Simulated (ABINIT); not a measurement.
Crystal: MnPt2.

```
Pt Mn
1.0
     2.85840    0.00000    0.00000
    -1.42920    2.47545    0.00000
     0.00000    0.00000    6.53250
Pt Mn
2 1
Cartesian
  1.4292 0.8252 2.0656
  0.0000 1.6503 4.4669
  0.0000 0.0000 0.0000
```

The cell comes from a database or a generator and needn't be the stable form of this composition.

Base run:

```yaml
Program: ABINIT 10.8.3 (patched build)
Functional: PBE
Potentials_or_basis: JTH PAW PBE v2.0
Cutoff: 707 eV
k_mesh: 11 × 11 × 4
Occupations: fermi-dirac, width 0.05 eV
Spin: collinear spin, ferromagnetic start
Starting_moments: "[0.0, 0.0, 4.0] μB"
```

Its results: band gap on the k mesh none (metal or under the smearing width); pressure -0.1 GPa; net moment 4.56 μB per cell; site moments Pt +0.32; Mn +3.67 μB; largest force 0.042 eV/Å.

Problem. The run is repeated on the same cell with these changes: functional from PBE to PBEsol. What comes out?

Solution. Band gap on the k mesh none (metal or under the smearing width); pressure -8.4 GPa; net moment 4.52 μB per cell; site moments Pt +0.31; Mn +3.65 μB; largest force 0.040 eV/Å.

PBEsol binds more tightly than PBE, so the same cell stands under less pressure.

Caveats: the PAW data sets were made with another functional, which shifts forces and pressure a little (some runs).

Not every run made on this cell is shown here.
